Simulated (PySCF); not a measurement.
# A gas-phase reaction: AlCl2HO + H2S → AlCl2HS + H2O

What reaction energy should one expect for `[OH][Al]([Cl])[Cl]` + `S` → `[SH][Al]([Cl])[Cl]` + `O`?

Programs: PySCF 2.14.0. All values are calculated, for the isolated system unless a continuum is named. Atoms count from 0, parts from 1.

### 1 The system as given

Each species was relaxed by itself at PBE0-D3(BJ)/def2-SVPD.

### 2 Reaction energy: wB97M-D3(BJ)/def2-TZVPD

Job settings and geometry (Å):

```
{"job": {"kind": "react", "xc": "wB97M-D3(BJ)", "basis": "def2-TZVPD"}, "charge": 0, "multiplicity": 1}
-1 AlCl2HO charge 0 multiplicity 1
O      0.018050     0.663010    -1.212460
Al    -0.043290     0.013100     0.351830
Cl    -0.274030     1.322420     1.959880
Cl     0.105310    -2.047530     0.702720
H      0.129040     0.153290    -2.015800

-1 H2S charge 0 multiplicity 1
S     -0.011350     0.615390    -0.009690
H     -0.979220    -0.325450     0.011980
H      0.970470    -0.311080     0.000730

+1 AlCl2HS charge 0 multiplicity 1
S      1.204790    -0.676930    -1.036930
Al    -0.498950    -0.075950     0.158500
Cl    -2.264570    -1.196060     0.047670
Cl    -0.406910     1.601540     1.414970
H      1.967050     0.346310    -0.583080

+1 H2O charge 0 multiplicity 1
O     -0.003920     0.389260    -0.009640
H     -0.760880    -0.202330     0.004520
H      0.764840    -0.186890     0.005100
```

Level: wB97M-D3(BJ)/def2-TZVPD reaction energy of separated species, gas phase.

Launch:

```sh
$ OMP_NUM_THREADS=1 python cluster_run.py task.json out
```

One launch serves the whole session: the jobs run in the order shown.

Output:

```text
species 1 (AlCl2HO)
coarse grid: 26640 points
cycle   1  E = -1238.9699203243  dE =  2.457e-01  |g| = 7.552e-01  |ddm| = 1.996e+00
cycle   2  E = -1238.9538372635  dE =  1.608e-02  |g| = 8.879e-01  |ddm| = 1.174e+00
cycle   3  E = -1239.0876718100  dE = -1.338e-01  |g| = 6.822e-02  |ddm| = 5.939e-01
cycle   4  E = -1239.0887331954  dE = -1.061e-03  |g| = 2.996e-02  |ddm| = 8.661e-02
cycle   5  E = -1239.0889363797  dE = -2.032e-04  |g| = 4.588e-03  |ddm| = 2.315e-02
cycle   6  E = -1239.0889497628  dE = -1.338e-05  |g| = 9.432e-04  |ddm| = 9.508e-03
cycle   7  E = -1239.0889504668  dE = -7.040e-07  |g| = 3.505e-04  |ddm| = 1.830e-03
final grid: 51968 points
cycle   8  E = -1239.0889045822  dE = -1.118e-07  |g| = 2.080e-04  |ddm| = 2.074e-03
cycle   9  E = -1239.0889045933  dE = -1.103e-08  |g| = 1.444e-04  |ddm| = 3.988e-04
cycle  10  E = -1239.0889045980  dE = -4.709e-09  |g| = 3.083e-05  |ddm| = 1.155e-04
cycle  11  E = -1239.0889045985  dE = -5.004e-10  |g| = 2.117e-05  |ddm| = 6.742e-05
converged SCF energy = -1239.0889045985

species 2 (H2S)
coarse grid: 11264 points
cycle   1  E = -399.4336014571  dE = -1.424e-01  |g| = 1.945e-01  |ddm| = 1.016e+00
cycle   2  E = -399.4459454406  dE = -1.234e-02  |g| = 1.106e-01  |ddm| = 2.399e-01
cycle   3  E = -399.4491447359  dE = -3.199e-03  |g| = 1.578e-02  |ddm| = 9.278e-02
cycle   4  E = -399.4492190765  dE = -7.434e-05  |g| = 4.851e-03  |ddm| = 1.790e-02
cycle   5  E = -399.4492313134  dE = -1.224e-05  |g| = 9.336e-04  |ddm| = 7.536e-03
cycle   6  E = -399.4492320446  dE = -7.312e-07  |g| = 1.776e-04  |ddm| = 2.124e-03
final grid: 22496 points
cycle   7  E = -399.4492197816  dE = -2.330e-08  |g| = 1.134e-04  |ddm| = 6.104e-04
cycle   8  E = -399.4492197845  dE = -2.980e-09  |g| = 6.804e-05  |ddm| = 1.502e-04
cycle   9  E = -399.4492197853  dE = -7.666e-10  |g| = 8.752e-06  |ddm| = 5.993e-05
converged SCF energy = -399.4492197853

species 3 (AlCl2HS)
coarse grid: 27776 points
cycle   1  E = -1561.9950305718  dE =  2.223e-01  |g| = 4.063e-01  |ddm| = 1.914e+00
cycle   2  E = -1562.0263604109  dE = -3.133e-02  |g| = 3.333e-01  |ddm| = 7.111e-01
cycle   3  E = -1562.0525524742  dE = -2.619e-02  |g| = 2.666e-02  |ddm| = 3.103e-01
cycle   4  E = -1562.0528755014  dE = -3.230e-04  |g| = 8.653e-03  |ddm| = 4.186e-02
cycle   5  E = -1562.0529279278  dE = -5.243e-05  |g| = 3.428e-03  |ddm| = 1.859e-02
cycle   6  E = -1562.0529339462  dE = -6.018e-06  |g| = 7.270e-04  |ddm| = 4.707e-03
final grid: 52504 points
cycle   7  E = -1562.0529774483  dE = -5.037e-07  |g| = 3.833e-04  |ddm| = 2.601e-03
cycle   8  E = -1562.0529775389  dE = -9.061e-08  |g| = 2.348e-04  |ddm| = 6.770e-04
cycle   9  E = -1562.0529775605  dE = -2.164e-08  |g| = 7.551e-05  |ddm| = 2.622e-04
cycle  10  E = -1562.0529775686  dE = -8.123e-09  |g| = 2.346e-05  |ddm| = 2.541e-04
cycle  11  E = -1562.0529775689  dE = -2.483e-10  |g| = 4.182e-06  |ddm| = 3.973e-05
converged SCF energy = -1562.0529775689

species 4 (H2O)
coarse grid: 10128 points
cycle   1  E = -76.4117501628  dE = -7.453e-02  |g| = 5.872e-01  |ddm| = 8.994e-01
cycle   2  E = -76.4087432617  dE =  3.007e-03  |g| = 6.461e-01  |ddm| = 5.038e-01
cycle   3  E = -76.4759336368  dE = -6.719e-02  |g| = 2.731e-02  |ddm| = 2.374e-01
cycle   4  E = -76.4760588392  dE = -1.252e-04  |g| = 5.497e-03  |ddm| = 1.609e-02
cycle   5  E = -76.4760675160  dE = -8.677e-06  |g| = 8.214e-04  |ddm| = 5.831e-03
final grid: 21952 points
cycle   6  E = -76.4760630170  dE = -1.976e-07  |g| = 5.844e-04  |ddm| = 1.373e-03
cycle   7  E = -76.4760630239  dE = -6.843e-09  |g| = 6.467e-04  |ddm| = 6.469e-04
cycle   8  E = -76.4760630875  dE = -6.365e-08  |g| = 3.199e-05  |ddm| = 2.236e-04
cycle   9  E = -76.4760630883  dE = -8.228e-10  |g| = 4.133e-06  |ddm| = 1.105e-04
converged SCF energy = -76.4760630883

Reaction energy = 5.263 kcal/mol
```

Run time: 24 s. Hardware: 1 thread of Arm Neoverse V1, shared host; peak memory 0.66 GiB.

Species by species (with the dispersion term, which the log's SCF energies lack):

| ν | species | energy (Eh) | HOMO (eV) |
| --- | --- | --- | --- |
| -1 | [OH][Al]([Cl])[Cl] | -1239.09316 | -11.69 |
| -1 | S | -399.45056 | -9.89 |
| +1 | [SH][Al]([Cl])[Cl] | -1562.05851 | -10.55 |
| +1 | O | -76.47682 | -11.72 |

### 3 Reaction energy: PBE0-D3(BJ)/def2-TZVPD

Settings changed since step 2:

```diff
@@ -1,2 +1,2 @@
-{"job": {"kind": "react", "xc": "wB97M-D3(BJ)", "basis": "def2-TZVPD"}, "charge": 0, "multiplicity": 1}
+{"job": {"kind": "react", "xc": "PBE0", "basis": "def2-TZVPD", "disp": "d3bj"}, "charge": 0, "multiplicity": 1}
 -1 AlCl2HO charge 0 multiplicity 1
```

With the program's defaults for keys left out, this is: PBE0-D3(BJ)/def2-TZVPD reaction energy of separated species, gas phase.

Output:

```text
species 1 (AlCl2HO)
coarse grid: 6584 points
cycle   1  E = -1238.3063714694  dE =  2.946e-01  |g| = 8.158e-01  |ddm| = 2.118e+00
cycle   2  E = -1238.0316069820  dE =  2.748e-01  |g| = 1.441e+00  |ddm| = 1.561e+00
cycle   3  E = -1238.4290734230  dE = -3.975e-01  |g| = 1.352e-01  |ddm| = 1.043e+00
cycle   4  E = -1238.4328665311  dE = -3.793e-03  |g| = 5.585e-02  |ddm| = 1.588e-01
cycle   5  E = -1238.4334663588  dE = -5.998e-04  |g| = 9.512e-03  |ddm| = 4.802e-02
cycle   6  E = -1238.4334864261  dE = -2.007e-05  |g| = 3.587e-03  |ddm| = 1.050e-02
cycle   7  E = -1238.4334897544  dE = -3.328e-06  |g| = 3.609e-04  |ddm| = 2.650e-03
final grid: 51968 points
cycle   8  E = -1238.4345025274  dE = -2.144e-05  |g| = 6.127e-03  |ddm| = 2.338e-02
cycle   9  E = -1238.4344942901  dE =  8.237e-06  |g| = 8.946e-03  |ddm| = 9.052e-03
cycle  10  E = -1238.4345081188  dE = -1.383e-05  |g| = 1.041e-03  |ddm| = 5.897e-03
cycle  11  E = -1238.4345082847  dE = -1.659e-07  |g| = 1.441e-04  |ddm| = 7.511e-04
cycle  12  E = -1238.4345082889  dE = -4.225e-09  |g| = 4.662e-05  |ddm| = 1.767e-04
cycle  13  E = -1238.4345082895  dE = -5.862e-10  |g| = 9.641e-06  |ddm| = 4.579e-05
converged SCF energy = -1238.4345082895

species 2 (H2S)
coarse grid: 2864 points
cycle   1  E = -399.2518635499  dE = -9.250e-02  |g| = 1.630e-01  |ddm| = 1.023e+00
cycle   2  E = -399.2538578354  dE = -1.994e-03  |g| = 1.600e-01  |ddm| = 2.978e-01
cycle   3  E = -399.2614719621  dE = -7.614e-03  |g| = 1.497e-02  |ddm| = 1.477e-01
cycle   4  E = -399.2614865741  dE = -1.461e-05  |g| = 1.103e-03  |ddm| = 5.881e-03
cycle   5  E = -399.2614869544  dE = -3.804e-07  |g| = 6.136e-04  |ddm| = 1.717e-03
final grid: 22496 points
cycle   6  E = -399.2625176410  dE = -7.083e-06  |g| = 4.896e-03  |ddm| = 1.692e-02
cycle   7  E = -399.2625182734  dE = -6.325e-07  |g| = 3.960e-03  |ddm| = 6.697e-03
cycle   8  E = -399.2625212050  dE = -2.932e-06  |g| = 2.911e-04  |ddm| = 3.504e-03
cycle   9  E = -399.2625212328  dE = -2.777e-08  |g| = 3.583e-05  |ddm| = 2.357e-04
cycle  10  E = -399.2625212331  dE = -3.615e-10  |g| = 6.382e-06  |ddm| = 2.919e-05
converged SCF energy = -399.2625212331

species 3 (AlCl2HS)
coarse grid: 7120 points
cycle   1  E = -1561.2681234959  dE =  2.295e-01  |g| = 3.685e-01  |ddm| = 2.005e+00
cycle   2  E = -1561.2573946823  dE =  1.073e-02  |g| = 4.464e-01  |ddm| = 8.402e-01
cycle   3  E = -1561.3080411753  dE = -5.065e-02  |g| = 4.882e-02  |ddm| = 4.520e-01
cycle   4  E = -1561.3085159264  dE = -4.748e-04  |g| = 2.016e-02  |ddm| = 4.746e-02
cycle   5  E = -1561.3086302796  dE = -1.144e-04  |g| = 2.183e-03  |ddm| = 1.815e-02
cycle   6  E = -1561.3086313303  dE = -1.051e-06  |g| = 1.106e-03  |ddm| = 2.555e-03
final grid: 52504 points
cycle   7  E = -1561.3106205340  dE = -1.863e-05  |g| = 6.137e-03  |ddm| = 2.691e-02
cycle   8  E = -1561.3106192334  dE =  1.301e-06  |g| = 5.757e-03  |ddm| = 1.018e-02
cycle   9  E = -1561.3106265077  dE = -7.274e-06  |g| = 5.283e-04  |ddm| = 5.946e-03
cycle  10  E = -1561.3106266014  dE = -9.377e-08  |g| = 1.024e-04  |ddm| = 5.634e-04
cycle  11  E = -1561.3106266043  dE = -2.858e-09  |g| = 2.417e-05  |ddm| = 9.608e-05
cycle  12  E = -1561.3106266044  dE = -1.380e-10  |g| = 9.774e-06  |ddm| = 2.513e-05
converged SCF energy = -1561.3106266044

species 4 (H2O)
coarse grid: 2328 points
cycle   1  E = -76.3044304732  dE = -5.297e-03  |g| = 6.571e-01  |ddm| = 9.011e-01
cycle   2  E = -76.1882105706  dE =  1.162e-01  |g| = 1.036e+00  |ddm| = 7.256e-01
cycle   3  E = -76.3820310113  dE = -1.938e-01  |g| = 3.132e-02  |ddm| = 4.396e-01
cycle   4  E = -76.3822133160  dE = -1.823e-04  |g| = 5.864e-03  |ddm| = 1.606e-02
cycle   5  E = -76.3822184549  dE = -5.139e-06  |g| = 7.850e-04  |ddm| = 2.507e-03
final grid: 21952 points
cycle   6  E = -76.3808944535  dE = -1.509e-05  |g| = 3.445e-03  |ddm| = 9.294e-03
cycle   7  E = -76.3808924925  dE =  1.961e-06  |g| = 4.747e-03  |ddm| = 3.316e-03
cycle   8  E = -76.3808962001  dE = -3.708e-06  |g| = 2.519e-04  |ddm| = 1.963e-03
cycle   9  E = -76.3808962107  dE = -1.062e-08  |g| = 2.397e-05  |ddm| = 1.100e-04
cycle  10  E = -76.3808962109  dE = -1.120e-10  |g| = 3.291e-06  |ddm| = 1.513e-05
converged SCF energy = -76.3808962109

Reaction energy = 2.729 kcal/mol
```

Run time: 12 s. Hardware: 1 thread of Arm Neoverse V1, shared host; peak memory 0.6 GiB.

Reaction energy at this level: 2.73 kcal/mol.

### 4 Energies of the species: MP2/def2-TZVPD

Settings changed since step 3:

```diff
@@ -1,2 +1,2 @@
-{"job": {"kind": "react", "xc": "PBE0", "basis": "def2-TZVPD", "disp": "d3bj"}, "charge": 0, "multiplicity": 1}
+{"job": {"kind": "react", "xc": "MP2", "basis": "def2-TZVPD"}, "charge": 0, "multiplicity": 1}
 -1 AlCl2HO charge 0 multiplicity 1
```

Level: MP2/def2-TZVPD reaction energy of separated species, gas phase.

Output:

```text
species 1 (AlCl2HO)
final grid: 51968 points
cycle   1  E = -1236.5666311796  dE =  1.794e-01  |g| = 5.933e-01  |ddm| = 1.969e+00
cycle   2  E = -1236.6225946353  dE = -5.596e-02  |g| = 3.774e-01  |ddm| = 7.402e-01
cycle   3  E = -1236.6471555868  dE = -2.456e-02  |g| = 4.330e-02  |ddm| = 2.645e-01
cycle   4  E = -1236.6477846992  dE = -6.291e-04  |g| = 1.515e-02  |ddm| = 6.195e-02
cycle   5  E = -1236.6478596446  dE = -7.495e-05  |g| = 3.563e-03  |ddm| = 1.625e-02
cycle   6  E = -1236.6478671917  dE = -7.547e-06  |g| = 9.398e-04  |ddm| = 6.328e-03
cycle   7  E = -1236.6478678556  dE = -6.639e-07  |g| = 2.544e-04  |ddm| = 1.829e-03
cycle   8  E = -1236.6478679030  dE = -4.742e-08  |g| = 5.794e-05  |ddm| = 5.332e-04
cycle   9  E = -1236.6478679053  dE = -2.305e-09  |g| = 1.783e-05  |ddm| = 1.084e-04
cycle  10  E = -1236.6478679055  dE = -2.240e-10  |g| = 4.088e-06  |ddm| = 3.910e-05
converged SCF energy = -1236.6478679055

species 2 (H2S)
final grid: 22496 points
cycle   1  E = -398.6881062306  dE = -1.695e-01  |g| = 2.014e-01  |ddm| = 9.977e-01
cycle   2  E = -398.7050962939  dE = -1.699e-02  |g| = 7.023e-02  |ddm| = 1.849e-01
cycle   3  E = -398.7068538467  dE = -1.758e-03  |g| = 2.154e-02  |ddm| = 5.634e-02
cycle   4  E = -398.7071966498  dE = -3.428e-04  |g| = 6.311e-03  |ddm| = 2.471e-02
cycle   5  E = -398.7072260635  dE = -2.941e-05  |g| = 1.395e-03  |ddm| = 9.171e-03
cycle   6  E = -398.7072275451  dE = -1.482e-06  |g| = 3.129e-04  |ddm| = 2.398e-03
cycle   7  E = -398.7072276308  dE = -8.569e-08  |g| = 5.003e-05  |ddm| = 6.832e-04
cycle   8  E = -398.7072276330  dE = -2.254e-09  |g| = 1.186e-05  |ddm| = 9.128e-05
cycle   9  E = -398.7072276331  dE = -1.236e-10  |g| = 1.950e-06  |ddm| = 2.073e-05
converged SCF energy = -398.7072276331

species 3 (AlCl2HS)
final grid: 52504 points
cycle   1  E = -1559.2226395508  dE =  2.242e-01  |g| = 3.921e-01  |ddm| = 1.885e+00
cycle   2  E = -1559.2707984761  dE = -4.816e-02  |g| = 1.989e-01  |ddm| = 5.446e-01
cycle   3  E = -1559.2810724682  dE = -1.027e-02  |g| = 3.445e-02  |ddm| = 2.004e-01
cycle   4  E = -1559.2818344262  dE = -7.620e-04  |g| = 9.876e-03  |ddm| = 6.135e-02
cycle   5  E = -1559.2819065660  dE = -7.214e-05  |g| = 2.821e-03  |ddm| = 1.810e-02
cycle   6  E = -1559.2819129986  dE = -6.433e-06  |g| = 8.777e-04  |ddm| = 4.609e-03
cycle   7  E = -1559.2819136285  dE = -6.299e-07  |g| = 2.188e-04  |ddm| = 1.644e-03
cycle   8  E = -1559.2819136726  dE = -4.413e-08  |g| = 5.617e-05  |ddm| = 4.787e-04
cycle   9  E = -1559.2819136757  dE = -3.050e-09  |g| = 1.913e-05  |ddm| = 1.172e-04
cycle  10  E = -1559.2819136760  dE = -3.795e-10  |g| = 5.882e-06  |ddm| = 4.411e-05
converged SCF energy = -1559.2819136760

species 4 (H2O)
final grid: 21952 points
cycle   1  E = -76.0248950052  dE = -1.467e-01  |g| = 4.364e-01  |ddm| = 8.776e-01
cycle   2  E = -76.0503810149  dE = -2.549e-02  |g| = 2.594e-01  |ddm| = 2.972e-01
cycle   3  E = -76.0608899364  dE = -1.051e-02  |g| = 2.594e-02  |ddm| = 1.025e-01
cycle   4  E = -76.0610472936  dE = -1.574e-04  |g| = 5.694e-03  |ddm| = 1.523e-02
cycle   5  E = -76.0610616607  dE = -1.437e-05  |g| = 1.176e-03  |ddm| = 5.302e-03
cycle   6  E = -76.0610625504  dE = -8.897e-07  |g| = 2.235e-04  |ddm| = 1.658e-03
cycle   7  E = -76.0610625871  dE = -3.670e-08  |g| = 3.304e-05  |ddm| = 3.733e-04
cycle   8  E = -76.0610625878  dE = -6.655e-10  |g| = 4.159e-06  |ddm| = 3.886e-05
converged SCF energy = -76.0610625878

Reaction energy = 5.027 kcal/mol
```

Wall time 6.5 s (1 thread of Arm Neoverse V1, shared host); peak memory 0.53 GiB.

Reaction energy at this level: 5.03 kcal/mol.

### 5 Side by side

Energies in kcal/mol, with wall time:

| run | reaction | time |
| --- | --- | --- |
| wB97M-D3(BJ)/def2-TZVPD | 5.26 | 24 s |
| PBE0-D3(BJ)/def2-TZVPD | 2.73 | 12 s |
| MP2/def2-TZVPD | 5.03 | 6.5 s |

### 6 What came out

```
                                                quantity                  value
               reaction energy (wB97M-D3(BJ)/def2-TZVPD)          5.26 kcal/mol
                     ΔH, ΔG at 298 K (xTB thermal terms)    +6.8, +6.8 kcal/mol
range of the reaction energy over the runs of this table  2.73 to 5.26 kcal/mol
```

What this shows: The reaction is endothermic by 6.8 kcal/mol in the gas phase; dispersion gives -0.44, and xTB itself gave 19.78 for the electronic energy (xTB energies and thermal terms come from the earlier relaxation of each species, not shown). No barrier was sought. xTB and this level differ widely in the electronic energy, so what comes from xTB (the thermal terms above all) is less safe here. The reaction energy runs from 2.73 (PBE0-D3(BJ)/def2-TZVPD) to 5.26 kcal/mol (wB97M-D3(BJ)/def2-TZVPD).
